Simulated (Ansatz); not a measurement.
# C₂H₄AlF: one species, many methods

The task here is to estimate one member of a computed series from the others.

The runs use Ansatz 0.2.0, Gaussian basis; functionals in def2-TZVPP, the program's frozen cores in correlated methods.

The runs, in order: LDA (SPW92), PBE-D4, revPBE-D4, BLYP-D4, r2SCAN-D4, B97M-V, PBE0-D4, B3LYP-D4, r2SCANh-D4, r2SCAN0-D4, HSE06-D4, BHLYP-D4, CAM-B3LYP-D4, LC-ωPBE, ωB97X-V, ωB97M-V, B2PLYP, PBE-QIDH; CCSD(T)/def2-SVP; CCSD(T)/def2-TZVPP; MP2/def2-QZVPP; extrapolation to the limit; RPA on PBE.

### Structure used throughout

All runs share one geometry, relaxed beforehand with PBE0-D4 in a triple-zeta def2 set.

SMILES `F[CH]1[CH2][AlH]1`, 8 atoms, charge 0, spin multiplicity 1.

Atoms are counted from 1 here; the program's logs count them from 0.

Bond lengths: F1–C2 1.383 Å, C2–C3 1.542 Å, C2–Al4 1.923 Å, C2–H5 1.094 Å, C3–Al4 1.915 Å, C3–H6 1.100 Å, C3–H7 1.087 Å, Al4–H8 1.575 Å. Angles: F1–C2–C3 116.6°, F1–C2–Al4 132.3°, F1–C2–H5 108.4°, C3–C2–Al4 66.0°, C3–C2–H5 110.8°, Al4–C2–H5 114.4°, C2–C3–Al4 66.6°, C2–C3–H6 110.3°, C2–C3–H7 119.4°, Al4–C3–H6 102.5°, Al4–C3–H7 140.4°, H6–C3–H7 109.9°, C2–Al4–C3 47.4°, C2–Al4–H8 160.0°, C3–Al4–H8 152.0°.

The first run:

in.yaml reads:

```yaml
crystal:
  periodic: [false, false, false]
  atoms:
    - {symbol: F, position_ang: [-1.876056, -0.354119, 0.656596]}
    - {symbol: C, position_ang: [-0.495115, -0.282756, 0.655223]}
    - {symbol: C, position_ang: [0.136945, 0.827327, -0.207734]}
    - {symbol: Al, position_ang: [0.832926, -0.916816, -0.582482]}
    - {symbol: H, position_ang: [-0.151127, -0.211988, 1.691235]}
    - {symbol: H, position_ang: [-0.490043, 1.028658, -1.088389]}
    - {symbol: H, position_ang: [0.431462, 1.764545, 0.258557]}
    - {symbol: H, position_ang: [1.703208, -1.911951, -1.438707]}
basis:
  gaussian: {orbitals: def2-TZVPP}
hamiltonian: {xc: lda}
output: {orbitals: {seedname: orbitals}}
```

Command:

```bash
$ ansatz run in.yaml --threads 2 --pin off --events-out ev --progress --plain --max-ram 4352MiB
```

Steps of the session up to this table: LDA; PBE-D4 (GGA); revPBE-D4 (GGA); BLYP-D4 (GGA); r2SCAN-D4 (meta-GGA); B97M-V (meta-GGA); PBE0-D4 (hybrid); B3LYP-D4 (hybrid); r2SCANh-D4 (hybrid); r2SCAN0-D4 (hybrid); HSE06-D4 (hybrid); BHLYP-D4 (hybrid); CAM-B3LYP-D4 (range-separated); LC-ωPBE (range-separated); ωB97X-V (range-separated); ωB97M-V (range-separated); B2PLYP (double hybrid); PBE-QIDH (double hybrid).

One table of the session follows, with a row left open; its other results are not shown here.

```
  functional  HOMO (eV)  LUMO (eV)  gap (eV)
 LDA (SPW92)      -5.22      -2.64      2.58
      PBE-D4      -5.09      -2.39      2.69
   revPBE-D4          ?          ?         ?
     BLYP-D4      -4.98      -2.30      2.68
   r2SCAN-D4      -5.28      -2.07      3.21
      B97M-V      -5.35      -2.26      3.09
     PBE0-D4      -6.25      -1.63      4.63
    B3LYP-D4      -6.07      -1.85      4.22
  r2SCANh-D4      -5.72      -1.81      3.91
  r2SCAN0-D4      -6.38      -1.44      4.94
    HSE06-D4      -5.85      -2.00      3.86
    BHLYP-D4      -7.35      -0.89      6.46
CAM-B3LYP-D4      -7.60      -0.72      6.88
     LC-ωPBE      -8.89       0.40      9.28
     ωB97X-V      -8.56       0.27      8.83
     ωB97M-V      -8.42      -0.02      8.40
```

**Question.** Estimate the row for revPBE-D4.

**Answer.** HOMO (eV): -5.03; LUMO (eV): -2.28; gap (eV): 2.75. In the column «HOMO (eV)» it lies between PBE-D4 (-5.09) and BLYP-D4 (-4.98).
